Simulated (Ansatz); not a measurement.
# CH2OZn, SMILES [CH2]1[O][Zn]1: a relaxed scan of one distance

Program: Ansatz 0.2.0, Python API.

Script `relaxed_scan_ch2ozn.py`:
```python
"""Relaxed scan of one distance in CH2OZn."""

import ansatz
from ase import Atoms
import numpy as np

atoms = Atoms(["C", "O", "Zn", "H", "H"], positions=[
    (-0.0702, 0.0878, -0.4475),
    (-0.9288, -0.4865, 0.4951),
    (1.0959, -1.2088, 1.0173),
    (-0.6745, 0.7603, -1.1362),
    (0.6275, 0.7737, 0.0299),
])
system = ansatz.Crystal.molecule_from_ase(atoms)

calculation = (
    system.calculation()
    .basis(gaussian="def2-SVP")
    .functional("pbe")
)
symbols = [site.symbol for site in system.cartesian_sites]
pairs = [(0, 1), (0, 2), (0, 3), (0, 4), (1, 2)]
print("held (A)   E (eV)        ", "  ".join(f"{symbols[i]}{i}-{symbols[j]}{j}" for i, j in pairs))
for length in [1.05, 1.14, 1.23, 1.36, 1.53]:
    report = calculation.relax(constraints=[ansatz.DistanceConstraint((0, 3), at=length)], force_tolerance=0.02, max_steps=60).run(threads=1, pin="off").report
    xyz = np.array(report["positions_ang"])
    print(f"{length:6.2f} {report['free_energy_ev']:14.5f}  ", "  ".join(f"{np.linalg.norm(xyz[i] - xyz[j]):.3f}" for i, j in pairs))
```

```console
$ python relaxed_scan_ch2ozn.py
held (A)   E (eV)         C0-O1  C0-Zn2  C0-H3  C0-H4  O1-Zn2
DeckWarning: relax.constraints: the input's atoms, or those drawn, lie off the distances that are held; a relaxation that starts there is brought onto them ahead of its first SCF, by positions alone, an atom by 4.33e-2 Å at the most. With the symmetry detection on, the symmetry is detected on the input's atoms as so [...]
  1.05   -51514.87510   1.214  3.335  1.050  1.133  2.885
  1.14   -51514.97320   1.210  3.368  1.140  1.132  2.948
  1.23   -51514.85945   1.206  3.378  1.230  1.131  2.977
  1.36   -51514.50337   1.199  3.453  1.360  1.129  3.079
  1.53   -51513.95527   1.189  3.810  1.530  1.133  4.597
```
(Warnings from the package without file and line, shortened, repeats left out.)

What to keep in mind:
- Total energies depend on the basis set; only differences at equal settings carry meaning.
- The energies are electronic: no zero-point or thermal terms, and the basis set is short of its limit.
- Run time: 69 s on 1 thread of Intel(R) Xeon(R) 6975P-C (Granite Rapids), with other jobs on the host, peak memory 0.22 GiB.
